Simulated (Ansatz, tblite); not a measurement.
**The cluster Ga₁₂P₁₀Br₆: rung by rung**

The task here is to estimate one member of a computed series from the others.

Method: as each input shows; program: Ansatz 0.2.0, Gaussian basis.

Levels to be run: GFN1-xTB, GFN2-xTB, PBE-D4/def2-TZVP, r2SCAN-D4/def2-TZVP, r2SCAN0-D4/def2-TZVP, PBE-D4/def2-SVP, PBE0-D4/def2-SVP, HF/STO-3G, HF/6-31G, B3LYP-D4/6-31G, MP2/def2-SVP.

1 further run of the same task is left out (set aside as unsound or not needed). Runs told in other sessions of the task aren't counted.

## The relaxed structure

The singlet was relaxed beforehand with PBE-D4/def2-SVP.

28 atoms, charge 0, spin multiplicity 1.

Bond lengths: P1–Ga13 2.252 Å, P1–Ga15 2.210 Å, P2–Ga11 2.317 Å, P2–Ga16 2.311 Å, P2–Ga17 2.397 Å, P3–Ga13 2.334 Å, P3–Ga16 2.323 Å, P3–Ga18 2.355 Å, P4–Ga11 2.289 Å, P4–Ga12 2.381 Å, P4–Ga19 2.491 Å, P5–Ga12 2.344 Å, P5–Ga17 2.345 Å, P5–Ga20 2.313 Å, P6–Ga14 2.363 Å, P6–Ga19 2.381 Å, P6–Ga21 2.301 Å, P7–Ga17 2.319 Å and more. Angles: Ga13–P1–Ga15 77.5°, Ga11–P2–Ga16 86.1°, Ga11–P2–Ga17 80.1°, Ga16–P2–Ga17 85.7°, Ga13–P3–Ga16 108.6°, Ga13–P3–Ga18 92.4°, Ga16–P3–Ga18 86.2°, Ga11–P4–Ga12 91.6°, Ga11–P4–Ga19 102.6°, Ga12–P4–Ga19 82.0°, Ga12–P5–Ga17 88.2°, Ga12–P5–Ga20 97.1°, Ga17–P5–Ga20 91.9°, Ga14–P6–Ga19 103.5°, Ga14–P6–Ga21 105.3°, Ga19–P6–Ga21 91.4°, Ga17–P7–Ga18 103.7°, Ga17–P7–Ga19 93.1° and more.

PBE0-D4/def2-TZVP was run before; its log isn't repeated, and its numbers join the tables.

Set-up of the first run:

Tight binding, by tblite at 300 K electronic temperature and without a spin-polarisation term:

```python
tblite.interface.Calculator('GFN1-xTB', numbers, positions, charge=0, uhf=0).singlepoint()
```

Tight binding, by tblite at 300 K electronic temperature and without a spin-polarisation term:

```python
tblite.interface.Calculator('GFN2-xTB', numbers, positions, charge=0, uhf=0).singlepoint()
```

start.molden holds the orbitals of an earlier run on this state, given as this run's starting guess.

The input, in.yaml:

```yaml
crystal:
  periodic: [false, false, false]
  atoms:
    - {symbol: P, position_ang: [-0.064308, -4.877114, -2.512495]}
    - {symbol: P, position_ang: [-2.293907, 1.398552, -3.013177]}
    - {symbol: P, position_ang: [0.761366, -1.150883, -4.520076]}
    - {symbol: P, position_ang: [-1.333353, -1.609719, -0.025650]}
    - {symbol: P, position_ang: [-2.035961, 2.568493, 0.468982]}
    - {symbol: P, position_ang: [1.592582, -1.010592, 2.510127]}
    - {symbol: P, position_ang: [1.544108, 1.340617, -1.076294]}
    - {symbol: P, position_ang: [-2.454866, -0.180948, 3.405577]}
    - {symbol: P, position_ang: [0.614625, 2.991739, 3.817260]}
    - {symbol: P, position_ang: [2.787761, -1.922777, -0.868381]}
    - {symbol: Ga, position_ang: [-2.036659, -0.663897, -1.988268]}
    - {symbol: Ga, position_ang: [-1.918300, 0.344678, 1.202024]}
    - {symbol: Ga, position_ang: [-0.422365, -2.895676, -3.520218]}
    - {symbol: Ga, position_ang: [-0.451990, -1.506770, 3.585247]}
    - {symbol: Ga, position_ang: [1.482519, -3.588767, -1.599471]}
    - {symbol: Ga, position_ang: [-0.484275, 0.799648, -4.319092]}
    - {symbol: Ga, position_ang: [-0.672818, 1.966552, -1.341748]}
    - {symbol: Ga, position_ang: [1.766127, -0.531703, -2.481788]}
    - {symbol: Ga, position_ang: [0.958349, -0.670701, 0.240510]}
    - {symbol: Ga, position_ang: [-0.223511, 3.360223, 1.668834]}
    - {symbol: Ga, position_ang: [1.907938, 1.247189, 2.820946]}
    - {symbol: Ga, position_ang: [-0.890972, 1.288654, 4.217719]}
    - {symbol: Br, position_ang: [-2.905100, -2.372003, -3.679149]}
    - {symbol: Br, position_ang: [-0.755690, -3.767618, 4.003609]}
    - {symbol: Br, position_ang: [0.586962, 2.585771, -5.344378]}
    - {symbol: Br, position_ang: [0.942066, 4.948582, 0.431206]}
    - {symbol: Br, position_ang: [3.888310, 2.111857, 1.989043]}
    - {symbol: Br, position_ang: [0.111364, -0.203378, 5.929100]}
basis:
  gaussian: {orbitals: def2-TZVP, fitting: {mean_field: def2-universal-jkfit}, initial_orbitals: start.molden}
hamiltonian: {xc: pbe, dispersion: d4}
scf: {omitted_lower_state_checks: [starts]}
output: {orbitals: {seedname: orbitals}}
```

Command:

```bash
ansatz run in.yaml --threads 11 --pin off --events-out ev --progress --plain --max-ram 174080MiB --backend cuda --devices 0, --max-vram 75GiB
```

Steps of the session up to this table: PBE-D4/def2-TZVP; r2SCAN-D4/def2-TZVP; r2SCAN0-D4/def2-TZVP; PBE-D4/def2-SVP; PBE0-D4/def2-SVP; HF/STO-3G; HF/6-31G; B3LYP-D4/6-31G; MP2/def2-SVP.

One of the session's tables, all rows but one given; the rest of the session is left out.

It belongs to the step «Binding energy». 

| level | binding an atom (eV) |
| --- | --- |
| HF/6-31G | 1.262 |
| HF/def2-SVP | 1.650 |
| PBE-D4/def2-SVP | ? |
| PBE-D4/def2-TZVP | 3.105 |
| r2SCAN-D4/def2-TZVP | 3.035 |
| B3LYP-D4/6-31G | 2.717 |
| PBE0-D4/def2-SVP | 3.044 |
| PBE0-D4/def2-TZVP | 3.048 |
| r2SCAN0-D4/def2-TZVP | 2.961 |
| MP2/def2-SVP | 2.819 |

Q: Estimate the row for PBE-D4/def2-SVP from the others.

**Answer.** binding an atom (eV): 3.111. In the column «binding an atom (eV)» it is the highest.

Caveats from the session: Free atoms were run apart at each level; binding is atoms less cluster, divided by the number of atoms, without zero-point or spin-orbit terms.
